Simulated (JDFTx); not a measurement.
Input of a JDFTx 1.7.0 (patched build) run:

fluid.in

```
lattice \
   17.0075351216     0.0000000000     0.0000000000 \
    0.0000000000    17.0075351216     0.0000000000 \
    0.0000000000     0.0000000000    22.6767134955
coords-type Cartesian
ion S      8.5283339248     8.5434517527     9.2418351721 1
ion Pb     8.5283339248     8.5434517527    13.5633797755 1

ion-species pseudo/S.upf
ion-species pseudo/Pb.upf
elec-cutoff 28
elec-ex-corr gga-x-b88 gga-c-p86
kpoint-folding 1 1 1
elec-n-bands 16
electronic-minimize nIterations 100 energyDiffThreshold 1e-06
fluid NonlinearPCM
pcm-variant GLSSA13
fluid-solvent H2O
fluid-minimize nIterations 100 energyDiffThreshold 1e-7
initial-state vacuum.$VAR
core-overlap-check none
forces-output-coords Cartesian

dump-name fluid.$VAR
dump End Ecomponents EigStats BandEigs Kpoints Forces ElecDensity Dtot KEdensity
```

Potentials or basis: PseudoDojo-SR-PBE-0.5-standard (S) + PseudoDojo-SR-PBE-0.4.1-standard (Pb) with smoothed tails.

Command:

```sh
$ jdftx -c 1 -i fluid.in -o fluid.out
```

Q: What does it give for the Loewdin charges?

A: S -0.68; Pb +0.77 e.

Q: Estimate the solvation energy.

A: -0.549 eV.

Caveat: the liquid is a continuum model, checked here against plausible ranges alone. The run has no spin-orbit coupling, so splittings on Pb are missing.
